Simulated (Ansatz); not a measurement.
HfIn4SiO6:

```xyz
12
Lattice="5.6987 0.0038 0.0156 -0.7051 6.1082 -0.0057 -2.7372 -1.3956 6.6308" Properties=species:S:1:pos:R:3 pbc="T T T"
Hf    0.2972   -0.0900    0.8831
In   -0.4860    5.0863    4.8335
In    2.9601   -0.6377    3.2997
In   -0.4663    2.2403    3.5350
In    2.4974    2.6606    1.3677
Si    2.2933    1.4988    5.6832
O     0.7088    1.2617    5.2639
O     3.2588    1.4387    4.3619
O     5.4139    1.6003    0.0368
O     2.4594    2.8937    6.5395
O    -0.6297   -0.1526    2.6118
O     2.1007    0.3624    1.4524
```

The cell was built by a generator and needn't be a form met in nature.

Base run:

- Program: Ansatz 0.2.0
- Functional: PBE
- Potentials or basis: Ansatz PAW
- Cutoff: 420 eV (not typed: the program's choice for these potentials)
- k mesh: 5 × 5 × 4
- Occupations: fermi-dirac, width 0.05 eV
- Spin: no spin polarisation

Its results: band gap on the k mesh 0.89 eV, indirect (least direct gap 1.17 eV); pressure 0.0 GPa; largest force 0.006 eV/Å.

Task: The run is repeated on the same cell with these changes: hubbard terms from none to Hf d U = 8 eV; hubbard projectors from none to ortho-atomic (the default). What comes out?

Result: Band gap on the k mesh 0.82 eV, indirect (least direct gap 1.21 eV); pressure 1.5 GPa; largest force 1.113 eV/Å.

Caveats: odd divisions of the mesh miss points on the zone boundary, where band edges often lie, so the gap on the mesh can be too wide; spin-orbit coupling is left out, which moves the levels of the heavy elements; forces of over 1 eV/Å show positions far from the minimum, so gaps and moduli don't describe the material at rest (some runs).

A k mesh can miss the band edges.
